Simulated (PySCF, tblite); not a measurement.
**C4H4NSe radical: geometry, infrared bands and EPR parameters**

What infrared bands and EPR parameters should C4H4NSe radical (`CC(=[Se])[CH]C#N`) show?

The runs use tblite 0.8.0 and PySCF 2.14.0, with density-fitted response routines of our own; the level of theory stands in each step. All values are computed, except where a source is named. Atoms are numbered from 0 throughout.

## (1) The molecule as given

10 atoms, charge 0, multiplicity 2; geometry from: force field or distance geometry start.

Bonds of the start (Å): C0–C1 1.46, C1–Se2 1.97, C1–C3 1.48, C3–C4 1.46, C4–N5 1.18, C0–H6 1.12, C0–H7 1.12, C0–H8 1.13, C3–H9 1.10.

## (2) Relaxing the molecule with GFN2-xTB

What the job is given:

```
{"job": {"kind": "relax", "xc": "GFN2-xTB", "basis": "xTB"}, "charge": 0, "multiplicity": 2}
C     -1.303700     0.065500    -0.153500
C     -0.143500    -0.139500     0.704800
Se    -0.174700     0.080100     2.657900
C      1.191400    -0.542700     0.203200
C      1.781500     0.470800    -0.660100
N      2.238000     1.299400    -1.372000
H     -0.946500     0.441100    -1.151200
H     -2.031300     0.789600     0.288400
H     -1.822100    -0.932900    -0.257900
H      1.220100    -1.526700    -0.282100
```

Launch:

```sh
$ OMP_NUM_THREADS=1 python probes_run.py task.json out
```

The driver reads the jobs from task.json and runs them one after another.

Standard output:

```text
step      E/eV     max force
  0    -450.03359    3.605
  1    -450.34071    6.460
  2    -450.55473    3.129
  3    -450.70675    0.732
  4    -450.74127    0.568
  5    -450.76703    0.575
  6    -450.78306    0.558
  7    -450.81206    0.565
  8    -450.84107    0.781
  9    -450.87228    0.771
 10    -450.90822    0.531
 11    -450.95528    0.595
 12    -451.02158    0.833
 13    -451.08313    0.842
 14    -451.06304    1.686
 15    -451.14898    1.802
 16    -451.17515    0.537
 17    -451.19851    0.565
 18    -451.25386    1.254
 19    -451.29211    1.343
 20    -451.35577    0.763
 21    -451.39660    0.636
 22    -451.45468    0.827
 23    -451.51596    1.981
 24    -451.56667    2.411
 25    -451.64805    0.817
 26    -451.69641    0.905
 27    -451.74997    1.017
 28    -451.79881    0.932
 29    -451.85347    0.642
 30    -451.89622    0.573
 31    -451.92984    0.679
 32    -451.95626    0.634
 33    -451.97718    0.747
 34    -451.99166    0.393
 35    -451.99823    0.527
 36    -452.00320    0.205
 37    -452.00905    0.174
 38    -452.01698    0.259
 39    -452.02071    0.205
 40    -452.02328    0.185
 41    -452.02516    0.094
 42    -452.02673    0.085
 43    -452.02760    0.080
 44    -452.02810    0.072
 45    -452.02857    0.063
 46    -452.02900    0.049
 47    -452.02925    0.039
 48    -452.02937    0.037
 49    -452.02949    0.026
 50    -452.02960    0.031
 51    -452.02969    0.033
 52    -452.02975    0.028
 53    -452.02979    0.028
 54    -452.02984    0.038
 55    -452.02993    0.046
 56    -452.03005    0.044
 57    -452.03015    0.027
 58    -452.03021    0.014
 59    -452.03022    0.015
 60    -452.03023    0.014
 61    -452.03024    0.012
 62    -452.03025    0.009
```

It took 0.3 s on 1 thread of Arm Neoverse V1, shared host.

The steps of the relaxation: (not every step is listed)

| step | energy from step 0 (eV) | largest force (eV/Å) |
| --- | --- | --- |
| 0 | 0.0000 | 3.6051 |
| 1 | -0.3071 | 6.4602 |
| 2 | -0.5211 | 3.1286 |
| 3 | -0.6732 | 0.7316 |
| 4 | -0.7077 | 0.5677 |
| 5 | -0.7334 | 0.5751 |
| 6 | -0.7495 | 0.5583 |
| 7 | -0.7785 | 0.5649 |
| 8 | -0.8075 | 0.7807 |
| 12 | -0.9880 | 0.8327 |
| 16 | -1.1416 | 0.5367 |
| 20 | -1.3222 | 0.7635 |
| 24 | -1.5331 | 2.4106 |
| 28 | -1.7652 | 0.9317 |
| 32 | -1.9227 | 0.6337 |
| 36 | -1.9696 | 0.2049 |
| 40 | -1.9897 | 0.1846 |
| 44 | -1.9945 | 0.0720 |
| 48 | -1.9958 | 0.0373 |
| 52 | -1.9962 | 0.0283 |
| 56 | -1.9965 | 0.0440 |
| 57 | -1.9966 | 0.0275 |
| 58 | -1.9966 | 0.0145 |
| 59 | -1.9966 | 0.0150 |
| 60 | -1.9966 | 0.0136 |
| 61 | -1.9966 | 0.0122 |
| 62 | -1.9967 | 0.0087 |

Close pairs (by a distance rule), those that changed most:

| bond | before (Å) | after (Å) | change (Å) |
| --- | --- | --- | --- |
| C1–C3 | 1.482 | 1.352 | -0.130 |
| C1–Se2 | 1.966 | 1.881 | -0.084 |
| C3–C4 | 1.456 | 1.400 | -0.057 |
| C0–H8 | 1.130 | 1.091 | -0.039 |
| C0–H6 | 1.124 | 1.088 | -0.036 |
| C4–N5 | 1.184 | 1.149 | -0.035 |
| C0–C1 | 1.458 | 1.490 | +0.033 |
| C0–H7 | 1.118 | 1.090 | -0.027 |

The next job starts from the end point, and lists it.

## (3) Harmonic vibrations with GFN2-xTB

What the job is given:

```
{"job": {"kind": "ir", "xc": "GFN2-xTB", "basis": "xTB"}, "charge": 0, "multiplicity": 2}
C     -1.254824     0.215451    -0.160644
C     -0.127426    -0.327338     0.648675
Se    -0.567152    -1.139973     2.287339
C      1.166358    -0.260717     0.263455
C      1.569294     0.327754    -0.940758
N      1.911746     0.806531    -1.927703
H     -0.892059     0.665678    -1.082358
H     -1.798729     0.965125     0.414948
H     -1.957519    -0.582182    -0.404045
H      1.959193    -0.665676     0.878564
```

Standard output:

```text
mode    cm-1     km/mol
  1     105.5      0.09
  2     113.1     10.97
  3     136.5      9.66
  4     248.2      2.46
  5     295.3      0.34
  6     384.0      5.07
  7     439.7      3.45
  8     481.4      1.01
  9     680.4      1.28
 10     776.6     21.24
 11     948.2      6.38
 12    1016.2      3.24
 13    1050.0     14.51
 14    1080.3     11.02
 15    1255.0     20.15
 16    1392.9     23.76
 17    1451.1     12.06
 18    1451.9     11.62
 19    1530.5     21.79
 20    2336.7    184.35
 21    2994.8      7.59
 22    3009.6      3.29
 23    3036.7      5.20
 24    3055.7      4.20
```

It took 0.23 s on 1 thread of Arm Neoverse V1, shared host.

The strongest bands and the atoms that carry them (share of the mass-weighted mode):

| cm⁻¹ | km/mol | atoms |
| --- | --- | --- |
| 777 | 21.2 | H9 68 %, C3 25 % |
| 1050 | 14.5 | H9 31 %, C3 30 %, N5 16 % |
| 1255 | 20.1 | H9 53 %, C1 21 %, C3 18 % |
| 1393 | 23.8 | H7 30 %, H8 30 %, H6 20 %, C0 19 % |
| 1451 | 12.1 | H6 51 %, H7 28 %, H8 16 % |
| 1452 | 11.6 | H8 40 %, H7 28 %, H6 19 % |
| 1530 | 21.8 | C1 45 %, C3 43 % |
| 2337 | 184.3 | C4 60 %, N5 39 % |

## (4) EPR parameters: B3LYP/def2-TZVP-core+pcH-1

Settings changed since step 3:

```diff
@@ -1,2 +1,2 @@
-{"job": {"kind": "ir", "xc": "GFN2-xTB", "basis": "xTB"}, "charge": 0, "multiplicity": 2}
+{"job": {"kind": "epr", "basis": "pcH-1"}, "charge": 0, "multiplicity": 2}
 C     -1.254824     0.215451    -0.160644
```

With the program's defaults for keys left out, this is: UKS B3LYP, def2-TZVP-core on Se, pcH-1 on C H N, non-relativistic, mean-field spin-orbit, GIAO.

Standard output:

```text
UKS, coarse grid
  cycle   1  E = -2611.06856436  |g| = 1.47e+00
  cycle   2  E = -2610.90984349  |g| = 8.53e-01
  cycle   3  E = -2610.77494349  |g| = 9.45e-01
  cycle   4  E = -2611.14064253  |g| = 1.63e-01
  cycle   5  E = -2611.14632450  |g| = 5.13e-02
  cycle   6  E = -2611.14735758  |g| = 1.85e-02
  cycle   7  E = -2611.14757804  |g| = 4.51e-03
  cycle   8  E = -2611.14759617  |g| = 2.09e-03
  cycle   9  E = -2611.14760246  |g| = 1.21e-03
  cycle  10  E = -2611.14760499  |g| = 9.66e-04
UKS, final grid
  cycle   1  E = -2611.14761688  |g| = 1.59e-03
  cycle   2  E = -2611.14761328  |g| = 3.19e-03
  cycle   3  E = -2611.14761830  |g| = 3.24e-04
  cycle   4  E = -2611.14761836  |g| = 1.51e-04
  cycle   5  E = -2611.14761842  |g| = 1.11e-04
  cycle   6  E = -2611.14761844  |g| = 2.39e-05
  cycle   7  E = -2611.14761844  |g| = 1.91e-05
E = -2611.14761844 Eh   <S^2> = 0.7707 (exact 0.7500)
g shifts (ppm)      1          2          3
  rmc          -227       -227       -227
  gc            -34         54         52
  oz_so        1310      48551    2079270
  total        1050      48538    2079414
hyperfine (MHz)  atom isotope    a_iso     a_fc   dipolar eigenvalues
    0   13C       2.56       2.56     -0.90      0.16      0.74
    1   13C     -32.20     -32.20    -19.03      8.15     10.88
    2  77Se     -30.89     -30.89   -346.00   -333.80    679.80
    3   13C      26.94      26.94    -26.10    -24.79     50.89
    4   13C     -23.93     -23.93     -8.37     -0.28      8.65
    5   14N       3.21       3.21     -6.80     -5.19     11.99
    6    1H      -2.20      -2.20     -1.33     -0.26      1.60
    7    1H     -14.90     -14.90     -1.79     -1.24      3.03
    8    1H     -15.02     -15.02     -1.78     -1.23      3.01
    9    1H     -21.65     -21.65     -8.20     -2.10     10.30
```

Wall time 89 s (1 thread of Arm Neoverse V1, shared host); peak memory 1.1 GiB.

Principal g values 2.00337, 2.05086, 4.08173; g(iso) = 2.71199, against 2.00232 for a free electron. They are not to be trusted: the run shows nearly degenerate orbitals, where second-order g theory doesn't apply.

Mean a(iso) over the nuclei that a row names, and the largest dipolar term of the row (other rows stand at the frozen geometry):

| nuclei | isotope | a(iso) (MHz) | a(iso) (G, at g = 2.0023) | largest dipolar term (MHz) |
| --- | --- | --- | --- | --- |
| C1 | 13C | -32.2 | -11.5 | -19.0 |
| Se2 | 77Se | -30.9 | -11.0 | 679.8 |
| C3 | 13C | 26.9 | 9.6 | 50.9 |
| C4 | 13C | -23.9 | -8.5 | 8.7 |
| H9 | 1H | -21.7 | -7.7 | 10.3 |
| H6, H7, H8 | 1H | -10.7 | -3.8 | 3.0 |
| N5 | 14N | 3.2 | 1.1 | 12.0 |
| C0 | 13C | 2.6 | 0.9 | -0.9 |

Mulliken spin populations:

| atom | value (e) |
| --- | --- |
| C0 | 0.01 |
| C1 | -0.17 |
| Se2 | 0.81 |
| C3 | 0.32 |
| C4 | -0.08 |
| N5 | 0.14 |
| H6 | 0.00 |
| H7 | 0.00 |
| H8 | 0.00 |
| H9 | -0.01 |

The fields below are evaluated on a grid from the run's orbitals.

ELF in a plane through or near 8 of the atoms.

Ten even steps from '0' (0.00) to '9' (1.00):
```
0000000000000000000000000000
0000000000000023431000000000
0000000000001588876310000000
0000000000001699987643100000
0000000168710388422477530000
0000000599970066366288751000
0000000399993136233599862000
0000000059965657855888751000
0000001125385843642344310000
0000235658956735841000000000
0001347814461168645310000000
0004776676640277516520000000
0015894867611799745410000000
0016899876402999832100000000
0003789874200799710000000000
0000356641000166200000000000
0000000000000000000000000000
0000000000000000000000000000
0000000000000000000000000000
0000000000000000000000000000
```
The map spans 10.3 Å across and 9.5 Å up, centred on the molecule. Atoms in the plane (x, y in Å): C0 (1.1, -0.7), C1 (0.4, 0.6), Se2 (1.5, 2.2), C3 (-1.0, 0.8), C4 (-1.8, -0.3), N5 (-2.6, -1.2), H6 (0.4, -1.5), H9 (-1.4, 1.7).

On the surface of density 0.002 e/bohr³ the electrostatic potential runs, from the 1st to the 99th percentile, from -1.50 V near N5 to 1.39 V near H9.

The spin density lies nearest to Se2 58 %; C3 17 %; N5 9 %; C1 8 % (beta excess).

## (5) What came out

| quantity | value |
| --- | --- |
| strongest single infrared mode (GFN2-xTB) | 2337 cm⁻¹, 184 km/mol |
| zero-point energy (GFN2-xTB) | 41.8 kcal/mol |
| g(iso) (B3LYP) | 2.71199 |
| ⟨S²⟩ | 0.771 (exact 0.75) |
| largest a(iso) (averaged by class) | 13C on C1, -32.2 MHz |
| potential on the surface of density 0.002 e/bohr³, 1st and 99th percentile | -1.50 V and 1.39 V |
| property runs in this session | 1, of which 0 failed and 1 gave unsound results |

Over 62 steps the energy fell by 1.997 eV; of the close pairs, C1–C3 changed most, 1.482 to 1.352 Å. No mode is imaginary among the 24: a minimum at this level. The strongest single mode, at 2337 cm⁻¹, moves mainly C4 and N5. Unscaled tight-binding wavenumbers are off by several per cent, some by more. Its intensities can rank the bands wrongly. Se2 carries the largest spin population, 0.81 e. The isotropic g lies 709.7 ppt above the free-electron value. These values are not to be trusted: the run shows nearly degenerate orbitals, where second-order g theory doesn't apply. The hyperfine terms hold no scalar relativity, which the heavier nuclei need. Their spin-orbit part is missing too, as the state is near-degenerate. These values are for one conformer; the search (at its own cheap level) found 2 more, at 1.49, 1.49 kcal/mol, and measured spectra average over such forms.
